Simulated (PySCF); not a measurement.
**NdCl3(H2O): other functionals and bases at one geometry**

Aim: see how levels, charges and forces of NdCl3(H2O) depend on the level of theory. It is a constructed species; whether it can be made isn't addressed.

Program: PySCF 2.14.0. Level of theory: several levels, as the steps say, no spin–orbit coupling. These are calculated values, not measurements.

1 further run of the same task is left out (for a known fault of the program).

### 1 Starting geometry

7 atoms, charge 0, spin multiplicity 1.

Bond lengths: Nd1–Cl2 2.555 Å, Nd1–Cl3 2.547 Å, Nd1–Cl4 2.555 Å, Nd1–O5 2.454 Å, O5–H6 0.966 Å, O5–H7 0.966 Å. Angles: Cl2–Nd1–Cl3 118.3°, Cl2–Nd1–Cl4 120.3°, Cl2–Nd1–O5 91.1°, Cl3–Nd1–Cl4 118.3°, Cl3–Nd1–O5 105.6°, Cl4–Nd1–O5 91.1°, Nd1–O5–H6 123.3°, Nd1–O5–H7 123.3°, H6–O5–H7 107.2°.

Geometry (Å):

| atom | x (Å) | y (Å) | z (Å) |
| --- | --- | --- | --- |
| Nd1 | -0.0653 | -0.0706 | 0.0706 |
| Cl2 | 1.0234 | 1.9622 | 1.1717 |
| Cl3 | -1.7372 | -1.4289 | 1.4289 |
| Cl4 | 1.0234 | -1.1717 | -1.9622 |
| O5 | -1.4147 | 1.3784 | -1.3784 |
| H6 | -1.5258 | 2.3262 | -1.2261 |
| H7 | -1.5258 | 1.2261 | -2.3262 |

Formal oxidation states: Nd +3. Each metal's 3 4f electrons lie in its core potential, so multiplicities, spins and levels count the valence alone. An earlier session relaxed this geometry at PBE0, Nd lcecp-1-SVP with ECP49, Cl def2-SVP, O def2-SVP, H def2-SVP (singlet, point group Cs).

At PBE0 on the finer grid: E = -1490.228413 Eh, HOMO -8.39 eV, LUMO -1.51 eV, Mulliken charge on Nd1 +0.89 e, largest force component 0.009 eV/Å. 

Levels to run: revPBE; TPSSh. Hardware: 2 threads of Intel Xeon Platinum 8259CL at 2.50GHz (Skylake/Cascade Lake), shared host.

### 2 revPBE

run.py (the lines that set the calculation) reads:

```python
mol = gto.M(atom='''
Nd    -0.06528    -0.07056     0.07056
Cl     1.02344     1.96223     1.17165
Cl    -1.73716    -1.42886     1.42886
Cl     1.02344    -1.17165    -1.96223
O     -1.41468     1.37837    -1.37837
H     -1.52578     2.32618    -1.22607
H     -1.52578     1.22607    -2.32618''',
    basis={'Nd': 'lcecp-1-SVP', 'Cl': 'def2-SVP', 'O': 'def2-SVP', 'H': 'def2-SVP'},
    ecp={'Nd': 'lcecp-1-SVP'},
    charge=0, spin=0)
mf = dft.RKS(mol, xc='PBE_R,PBE')
mf.grids.atom_grid = (75, 302)  # f atoms: unpruned, at least (60, 302)
mf = mf.density_fit()  # fitting sets: Nd AutoAux, Cl def2-universal-JKFIT, O def2-universal-JKFIT, H def2-universal-JKFIT
mf.conv_tol = 1e-08; mf.max_cycle = 55
mf.kernel(dm0)  # dm0: the density of the relaxed state
```

The run is started by

```sh
$ OMP_NUM_THREADS=2 python run.py
```

### 3 TPSSh

Edit run.py (the lines that set the calculation) of step 2 so:

```diff
@@ -11,3 +11,3 @@
     charge=0, spin=0)
-mf = dft.RKS(mol, xc='PBE_R,PBE')
+mf = dft.RKS(mol, xc='TPSSH')
 mf.grids.atom_grid = (75, 302)  # f atoms: unpruned, at least (60, 302)
```

Before running it: what results should come out? Wanted: for each run, HOMO; gap; charge on Nd1; dipole; largest force.

**Answer**, as computed:

| level | state | HOMO (eV) | gap (eV) | charge on Nd1 (e) | dipole (D) | largest force (eV/Å) | basis functions | time |
| --- | --- | --- | --- | --- | --- | --- | --- | --- |
| PBE0 (relaxed here) | singlet | -8.39 | 6.88 | 0.89 | 5.48 | 0.01 | 111 | 13 s |
| revPBE | singlet | -6.94 | 4.81 | 0.76 | 5.38 | 0.50 | 111 | 14 s |
| TPSSh | singlet | -7.68 | 5.93 | 0.91 | 5.47 | 0.27 | 111 | 18 s |

Times are on 2 threads of Intel Xeon Platinum 8259CL at 2.50GHz (Skylake/Cascade Lake), shared host; the first row also made further properties.

In one basis the HOMO–LUMO gap runs from 4.81 eV (revPBE) to 6.88 eV (PBE0). The largest leftover force, 0.50 eV/Å with revPBE, stands at a geometry relaxed at another level. The Mulliken charge on Nd spans +0.76 to +0.91 e over the levels. With 4f in the core, its levels are missing from HOMO and gap. Total energies of different levels can't be compared. Spin–orbit coupling is left out throughout.
